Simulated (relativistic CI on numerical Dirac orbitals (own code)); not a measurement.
# La: one ion under different settings

Aim: see what numerical and physical settings do to the SCF, the total energy and the lowest levels of La.

Method: Dirac-Coulomb-Breit CI, KLI orbitals optimised for each configuration, model QED (radiative potential, 1s self-energy scaled to tabulated hydrogen-like ionisation energies), numerical settings as typed. Code: relativistic CI on numerical Dirac orbitals (own code) version 3.

**1. The system**

* ion: La (La I)
* nuclear charge: 57
* electrons: 57
* isotope: A = 139

**2. An attempt**

The run's settings:

```ini
atom La  Z=57  charge=0  electrons=57
nucleus A=139  rms_radius_fm=4.8550
hamiltonian dirac-coulomb  breit=on  qed=on  c_scale=1
orbitals kli  potential=per-configuration
slater_scale 1
correlation none
mixing on
grid step=0.0125 r_max=259.4
scf mixing=0.4 start=green max_iterations=6 tolerance=2e-08 node_fill=0.05
configurations
  [Xe] 5d 6s2
  [Xe] 5d2 6s
  [Xe] 5d3
  [Xe] 5d 6s 6p
  [Xe] 5d2 6p
end
```

Run with:

```bash
$ python run_levels.py task.json out
```

task.json lists these runs, among others, and the program works through them in turn.

Main fields of the result record, rounded:

```text
{
  "status": "not_converged",
  "warnings": ["SCF of 1s2 2s2 2p6 3s2 3p6 3d10 4s2 4p6 4d10 5s2 5p6 5d 6s2 did not converge"],
  "scf_steps of the first configuration [iteration, E_Ha, residual, outer_eigenvalue_Ha]": [
    [1, -8491.22043, 0.764, -0.1414],
    [2, -8493.099913, 0.418, -0.1922],
    [3, -8493.576237, 0.146, -0.2228],
    [4, -8493.619977, 0.0491, -0.2368],
    [5, -8493.623192, 0.00286, -0.2469],
    [6, -8493.623252, 0.00199, -0.2483]
  ]
}
```

It took 0.031 s on 1 thread, shared host.

Diagnosis: the run ended without a result. The SCF ran into its iteration limit before the residual met the tolerance. The input had iteration limit 6. The cure is to restore the usual settings of the SCF.

**3. The mended input**

Settings: those of step 2 with these lines changed.

```diff
@@ -8,3 +8,3 @@
 grid step=0.0125 r_max=259.4
-scf mixing=0.4 start=green max_iterations=6 tolerance=2e-08 node_fill=0.05
+scf mixing=0.4 start=green max_iterations=150 tolerance=2e-08 node_fill=0.05
 configurations
```

From the record:

```text
{
  "status": "converged",
  "levels [i, E_cm, J2, conf, term, w_term, w_jj]": [
    [0, 0, 3, "5d 6s2", "2D", 0.7078, 0.7078],
    [1, 757.73422, 5, "5d 6s2", "2D", 0.6753, 0.6753],
    [2, 1897.451, 3, "5d2 6s", "4F", 0.9874, 0.6552],
    [3, 2155.5618, 5, "5d2 6s", "4F", 0.9869, 0.6487],
    [4, 2514.4503, 7, "5d2 6s", "4F", 0.9984, 0.8301],
    [5, 3004.8484, 9, "5d2 6s", "4F", 0.9989, 0.7729],
    [6, 8146.1071, 1, "5d2 6s", "4P", 0.9976, 0.4423],
    [7, 8173.9367, 3, "5d 6s 6p", "4F*", 0.7819, 0.8891],
    [8, 8283.8568, 3, "5d2 6s", "4P", 0.9962, 0.9372],
    [9, 8499.4923, 5, "5d2 6s", "4P", 0.9877, 0.5477],
    [10, 8701.085, 5, "5d 6s 6p", "4F*", 0.6679, 0.593],
    [11, 9770.9786, 7, "5d 6s 6p", "4F*", 0.9233, 0.424],
    [12, 9835.5125, 5, "5d 6s 6p", "2D*", 0.5321, 0.4352],
    [13, 9837.7423, 1, "5d 6s 6p", "4D*", 0.9188, 0.5209],
    "... 16 more rows left out ..."
  ],
  "total_energy [Ha]": -8482.045501,
  "n_levels_all": 105,
  "overlap": 1.20247e-11,
  "scf_iterations": [13, 12, 12, 12, 12],
  "orbital_energies [Ha]": {"1s": -1421.59, "2s": -226.36, "2p1/2": -213.414, "2p3/2": -198.275, "3s": -48.6071, "3p1/2": -43.1704, "3p3/2": -40.2085, "3d3/2": -30.7189, "3d5/2": -30.0861, "4s": -9.85759, "4p1/2": -7.85688, "4p3/2": -7.23438, "4d3/2": -3.95765, "4d5/2": -3.84984, "5s": -1.51574, "5p1/2": -0.977972, "5p3/2": -0.888264, "5d3/2": -0.224294, "5d5/2": -0.217987, "6s": -0.249379},
  "configurations [conf, odd, states, E_av_Ha, breit_Ha, qed_Ha]": [
    ["5d 6s2", 0, 10, -8493.623394, 6.961, 4.64],
    ["5d2 6s", 0, 90, -8493.60238, 6.961, 4.639],
    ["5d3", 0, 120, -8493.551191, 6.96, 4.639],
    ["5d 6s 6p", 1, 120, -8493.567066, 6.961, 4.639],
    ["5d2 6p", 1, 270, -8493.539111, 6.961, 4.639]
  ],
  "scf_steps of the first configuration [iteration, E_Ha, residual, outer_eigenvalue_Ha]": [
    [1, -8491.22043, 0.764, -0.1414],
    [2, -8493.099913, 0.418, -0.1922],
    [3, -8493.576237, 0.146, -0.2228],
    [4, -8493.619977, 0.0491, -0.2368],
    [5, -8493.623192, 0.00286, -0.2469],
    [6, -8493.623252, 0.00199, -0.2483],
    [7, -8493.623363, 0.000424, -0.2492],
    [8, -8493.623381, 0.00022, -0.2493],
    [9, -8493.623393, 1.99e-05, -0.2494],
    [10, -8493.623394, 3.25e-06, -0.2494],
    [11, -8493.623394, 1.42e-07, -0.2494],
    [12, -8493.623394, 6.51e-08, -0.2494],
    [13, -8493.623394, 1.34e-08, -0.2494]
  ]
}
```

Wall time 0.41 s (1 thread, shared host).

**4. Grid step 0.006, node fill 0.5**

Settings: those of step 3 with these lines changed.

```diff
@@ -7,4 +7,4 @@
 mixing on
-grid step=0.0125 r_max=259.4
-scf mixing=0.4 start=green max_iterations=150 tolerance=2e-08 node_fill=0.05
+grid step=0.006 r_max=259.4
+scf mixing=0.4 start=green max_iterations=150 tolerance=2e-08 node_fill=0.5
 configurations
```

From the record:

```text
{
  "status": "converged",
  "levels [i, E_cm, J2, conf, term, w_term]": [
    [0, 0, 3, "5d 6s2", "2D", 0.7102],
    [1, 976.98951, 5, "5d 6s2", "2D", 0.6695],
    [2, 2124.7527, 3, "5d2 6s", "4F", 0.98],
    [3, 2479.2266, 5, "5d2 6s", "4F", 0.977],
    [4, 2960.6724, 7, "5d2 6s", "4F", 0.9974],
    [5, 3621.5896, 9, "5d2 6s", "4F", 0.9976],
    [6, 7919.0685, 3, "5d 6s 6p", "4F*", 0.7987],
    [7, 8137.3382, 1, "5d2 6s", "4P", 0.9955],
    "... 22 more rows left out ..."
  ],
  "total_energy [Ha]": -8481.9916319,
  "n_levels_all": 105,
  "overlap": 4.8638e-13,
  "scf_iterations": [17, 12, 12, 12, 13],
  "orbital_energies [Ha]": {"1s": -1418.71, "2s": -225.014, "2p1/2": -211.914, "2p3/2": -196.845, "3s": -47.9816, "3p1/2": -42.5143, "3p3/2": -39.5774, "3d3/2": -30.0533, "3d5/2": -29.4303, "4s": -9.67782, "4p1/2": -7.67556, "4p3/2": -7.06352, "4d3/2": -3.79565, "4d5/2": -3.69098, "5s": -1.45779, "5p1/2": -0.929032, "5p3/2": -0.843526, "5d3/2": -0.19857, "5d5/2": -0.192953, "6s": -0.231919},
  "configurations [conf, odd, states, E_av_Ha, breit_Ha, qed_Ha]": [
    ["5d 6s2", 0, 10, -8493.533569, 6.93, 4.635],
    ["5d2 6s", 0, 90, -8493.511874, 6.929, 4.635],
    ["5d3", 0, 120, -8493.460668, 6.929, 4.635],
    ["5d 6s 6p", 1, 120, -8493.477481, 6.93, 4.635],
    ["5d2 6p", 1, 270, -8493.448723, 6.929, 4.635]
  ],
  "scf_steps of the first configuration [iteration, E_Ha, residual, outer_eigenvalue_Ha]": [
    [1, -8491.220574, 0.861, -0.1414],
    [2, -8493.172903, 0.461, -0.1845],
    [3, -8493.535068, 0.127, -0.2118],
    [4, -8493.532674, 0.0397, -0.2221],
    [5, -8493.533069, 0.00259, -0.2295],
    [6, -8493.532643, 0.00146, -0.2308],
    [7, -8493.533583, 0.000454, -0.2318],
    [8, -8493.533614, 0.00011, -0.2319],
    [9, -8493.533575, 1.59e-05, -0.2319],
    [10, -8493.533571, 1.64e-05, -0.2319],
    [11, -8493.533569, 1.14e-06, -0.2319],
    [12, -8493.533569, 1.74e-07, -0.2319],
    [13, -8493.533569, 4.12e-07, -0.2319],
    [14, -8493.533569, 1.63e-07, -0.2319],
    [15, -8493.533569, 4.5e-08, -0.2319],
    [16, -8493.533569, 2.3e-08, -0.2319],
    [17, -8493.533569, 1.28e-09, -0.2319]
  ]
}
```

It took 0.9 s on 1 thread, shared host.

**5. Node fill 0.01**

Settings: those of step 4 with these lines changed.

```diff
@@ -7,4 +7,4 @@
 mixing on
-grid step=0.006 r_max=259.4
-scf mixing=0.4 start=green max_iterations=150 tolerance=2e-08 node_fill=0.5
+grid step=0.0125 r_max=259.4
+scf mixing=0.4 start=green max_iterations=150 tolerance=2e-08 node_fill=0.01
 configurations
```

From the record:

```text
{
  "status": "converged",
  "levels [i, E_cm, J2, conf, term, w_term]": [
    [0, 0, 3, "5d 6s2", "2D", 0.7081],
    [1, 730.82209, 5, "5d 6s2", "2D", 0.6765],
    [2, 1878.2348, 3, "5d2 6s", "4F", 0.9884],
    [3, 2124.4823, 5, "5d2 6s", "4F", 0.9882],
    [4, 2467.9614, 7, "5d2 6s", "4F", 0.9985],
    [5, 2936.858, 9, "5d2 6s", "4F", 0.999],
    [6, 8152.7756, 1, "5d2 6s", "4P", 0.9978],
    [7, 8202.6229, 3, "5d 6s 6p", "4F*", 0.7798],
    "... 22 more rows left out ..."
  ],
  "total_energy [Ha]": -8482.0405333,
  "n_levels_all": 105,
  "overlap": 1.2094e-11,
  "scf_iterations": [12, 12, 12, 12, 12],
  "orbital_energies [Ha]": {"1s": -1421.96, "2s": -226.538, "2p1/2": -213.611, "2p3/2": -198.462, "3s": -48.6933, "3p1/2": -43.2601, "3p3/2": -40.2952, "3d3/2": -30.8102, "3d5/2": -30.1763, "4s": -9.88038, "4p1/2": -7.87996, "4p3/2": -7.25606, "4d3/2": -3.9786, "4d5/2": -3.87037, "5s": -1.52295, "5p1/2": -0.984041, "5p3/2": -0.893765, "5d3/2": -0.227587, "5d5/2": -0.221195, "6s": -0.251681},
  "configurations [conf, odd, states, E_av_Ha, breit_Ha, qed_Ha]": [
    ["5d 6s2", 0, 10, -8493.62291, 6.965, 4.64],
    ["5d2 6s", 0, 90, -8493.60192, 6.965, 4.64],
    ["5d3", 0, 120, -8493.550667, 6.964, 4.64],
    ["5d 6s 6p", 1, 120, -8493.566541, 6.965, 4.64],
    ["5d2 6p", 1, 270, -8493.538642, 6.964, 4.64]
  ],
  "scf_steps of the first configuration [iteration, E_Ha, residual, outer_eigenvalue_Ha]": [
    [1, -8491.22043, 0.752, -0.1414],
    [2, -8493.084874, 0.413, -0.1932],
    [3, -8493.567291, 0.148, -0.2241],
    [4, -8493.618211, 0.0499, -0.2388],
    [5, -8493.622915, 0.00301, -0.2492],
    [6, -8493.622895, 0.00205, -0.2506],
    [7, -8493.622857, 0.000441, -0.2515],
    [8, -8493.622908, 7.07e-05, -0.2517],
    [9, -8493.622911, 8.61e-06, -0.2517],
    [10, -8493.62291, 3.65e-06, -0.2517],
    [11, -8493.62291, 1.45e-07, -0.2517],
    [12, -8493.62291, 6.64e-09, -0.2517]
  ]
}
```

Run time: 0.42 s. Hardware: 1 thread, shared host.

**6. Slater scale 0.5, node fill 0.01**

Settings: those of step 5 with these lines changed.

```diff
@@ -4,3 +4,3 @@
 orbitals kli  potential=per-configuration
-slater_scale 1
+slater_scale 0.5
 correlation none
```

From the record:

```text
{
  "status": "converged",
  "levels [i, E_cm, J2, conf, term, w_term]": [
    [0, 0, 3, "5d 6s2", "2D", 0.8538],
    [1, 848.98641, 5, "5d 6s2", "2D", 0.8193],
    [2, 2364.6556, 3, "5d2 6s", "4F", 0.989],
    [3, 2620.4145, 5, "5d2 6s", "4F", 0.9885],
    [4, 2980.9271, 7, "5d2 6s", "4F", 0.9957],
    [5, 3452.0506, 9, "5d2 6s", "4F", 0.9957],
    [6, 5682.9055, 1, "5d2 6s", "4P", 0.9946],
    [7, 5838.1828, 3, "5d2 6s", "4P", 0.9909],
    "... 22 more rows left out ..."
  ],
  "total_energy [Ha]": -8482.0270861,
  "n_levels_all": 105,
  "overlap": 1.2094e-11,
  "scf_iterations": [12, 12, 12, 12, 12],
  "orbital_energies [Ha]": {"1s": -1421.96, "2s": -226.538, "2p1/2": -213.611, "2p3/2": -198.462, "3s": -48.6933, "3p1/2": -43.2601, "3p3/2": -40.2952, "3d3/2": -30.8102, "3d5/2": -30.1763, "4s": -9.88038, "4p1/2": -7.87996, "4p3/2": -7.25606, "4d3/2": -3.9786, "4d5/2": -3.87037, "5s": -1.52295, "5p1/2": -0.984041, "5p3/2": -0.893765, "5d3/2": -0.227587, "5d5/2": -0.221195, "6s": -0.251681},
  "configurations [conf, odd, states, E_av_Ha, breit_Ha, qed_Ha]": [
    ["5d 6s2", 0, 10, -8493.62291, 6.965, 4.64],
    ["5d2 6s", 0, 90, -8493.60192, 6.965, 4.64],
    ["5d3", 0, 120, -8493.550667, 6.964, 4.64],
    ["5d 6s 6p", 1, 120, -8493.566541, 6.965, 4.64],
    ["5d2 6p", 1, 270, -8493.538642, 6.964, 4.64]
  ],
  "scf_steps of the first configuration [iteration, E_Ha, residual, outer_eigenvalue_Ha]": [
    [1, -8491.22043, 0.752, -0.1414],
    [2, -8493.084874, 0.413, -0.1932],
    [3, -8493.567291, 0.148, -0.2241],
    [4, -8493.618211, 0.0499, -0.2388],
    [5, -8493.622915, 0.00301, -0.2492],
    [6, -8493.622895, 0.00205, -0.2506],
    [7, -8493.622857, 0.000441, -0.2515],
    [8, -8493.622908, 7.07e-05, -0.2517],
    [9, -8493.622911, 8.61e-06, -0.2517],
    [10, -8493.62291, 3.65e-06, -0.2517],
    [11, -8493.62291, 1.45e-07, -0.2517],
    [12, -8493.62291, 6.64e-09, -0.2517]
  ]
}
```

Run time: 0.4 s. Hardware: 1 thread, shared host.

**7. Node fill 50**

The run's settings:

```ini
atom La  Z=57  charge=0  electrons=57
nucleus A=139  rms_radius_fm=4.8550
hamiltonian dirac-coulomb  breit=on  qed=on  c_scale=1
orbitals kli  potential=per-configuration
slater_scale 1
correlation none
mixing on
grid step=0.0125 r_max=259.4
scf mixing=0.4 start=green max_iterations=96 tolerance=2e-08 node_fill=50
configurations
  [Xe] 5d 6s2
  [Xe] 5d2 6s
  [Xe] 5d3
  [Xe] 5d 6s 6p
  [Xe] 5d2 6p
end
```

From the record:

```text
{
  "status": "converged",
  "levels [i, E_cm, J2, conf, term, w_term]": [
    [0, 0, 3, "5d 6s2", "2D", 0.7148],
    [1, 1660.7695, 5, "5d 6s2", "2D", 0.6279],
    [2, 2628.8162, 3, "5d2 6s", "4F", 0.9592],
    [3, 3260.4721, 5, "5d2 6s", "4F", 0.9324],
    [4, 4034.8042, 7, "5d2 6s", "4F", 0.9939],
    [5, 5113.8601, 9, "5d2 6s", "4F", 0.9897],
    [6, 6972.9226, 3, "5d 6s 6p", "4F*", 0.815],
    [7, 7754.5256, 5, "5d 6s 6p", "4F*", 0.6707],
    "... 22 more rows left out ..."
  ],
  "total_energy [Ha]": -8480.9053842,
  "n_levels_all": 105,
  "overlap": 1.78001e-11,
  "scf_iterations": [14, 13, 12, 14, 15],
  "orbital_energies [Ha]": {"1s": -1412.33, "2s": -222.134, "2p1/2": -208.613, "2p3/2": -193.727, "3s": -46.652, "3p1/2": -41.1292, "3p3/2": -38.2659, "3d3/2": -28.7396, "3d5/2": -28.1383, "4s": -9.12118, "4p1/2": -7.14802, "4p3/2": -6.55729, "4d3/2": -3.37788, "4d5/2": -3.27968, "5s": -1.27952, "5p1/2": -0.781874, "5p3/2": -0.705342, "5d3/2": -0.145069, "5d5/2": -0.14158, "6s": -0.196807},
  "configurations [conf, odd, states, E_av_Ha, breit_Ha, qed_Ha]": [
    ["5d 6s2", 0, 10, -8492.337513, 6.84, 4.616],
    ["5d2 6s", 0, 90, -8492.314889, 6.84, 4.616],
    ["5d3", 0, 120, -8492.264504, 6.84, 4.616],
    ["5d 6s 6p", 1, 120, -8492.285413, 6.84, 4.616],
    ["5d2 6p", 1, 270, -8492.254373, 6.84, 4.616]
  ],
  "scf_steps of the first configuration [iteration, E_Ha, residual, outer_eigenvalue_Ha]": [
    [1, -8491.22043, 1.2, -0.1414],
    [2, -8492.797959, 0.553, -0.1592],
    [3, -8492.370269, 0.127, -0.1798],
    [4, -8492.352348, 0.035, -0.1888],
    [5, -8492.334816, 0.00398, -0.1935],
    [6, -8492.336833, 0.00143, -0.1959],
    [7, -8492.337083, 0.000425, -0.1965],
    [8, -8492.337493, 6.74e-05, -0.1968],
    [9, -8492.337546, 1.44e-05, -0.1968],
    [10, -8492.337515, 1.35e-06, -0.1968],
    [11, -8492.337512, 5.58e-07, -0.1968],
    [12, -8492.337513, 8.93e-08, -0.1968],
    [13, -8492.337513, 5.59e-08, -0.1968],
    [14, -8492.337513, 1.51e-08, -0.1968]
  ]
}
```

It took 0.43 s on 1 thread, shared host.

This setting is unsound; the numbers are not properties of the ion.

**8. The runs side by side**

| setting | total energy less usual (Ha) | largest shift of a level among the lowest eight of both runs, same label and place (cm⁻¹) | SCF iterations | time | lowest level | kind of change |
| --- | --- | --- | --- | --- | --- | --- |
| usual | 0 | 0 | 61 | 0.41 s | 5d 6s2 2D3/2 | - |
| grid step 0.006, node fill 0.5 | 0.0539 | 617 | 66 | 0.9 s | 5d 6s2 2D3/2 | numerical |
| node fill 0.01 | 0.00497 | 68.0 | 60 | 0.42 s | 5d 6s2 2D3/2 | numerical |
| Slater scale 0.5, node fill 0.01 | 0.0184 | 2460 | 60 | 0.4 s | 5d 6s2 2D3/2 | model term |
| node fill 50 | 1.14 | 2110 | 68 | 0.43 s | 5d 6s2 2D3/2 | unsound |

**9. What came out**

```
                    quantity          value
lowest level, usual settings   5d 6s2 2D3/2
                total energy  -8482.0455 Ha
            first excitation     757.7 cm⁻¹
       runs without a result              1
```

Among the runs whose levels can be followed, they move most under «Slater scale 0.5, node fill 0.01» (model term), by up to 2460 cm⁻¹. Only the listed configurations are in the model. In a near-neutral ion this small CI can misplace whole configurations by 10,000 cm⁻¹ or more, above all where the count of f electrons changes.
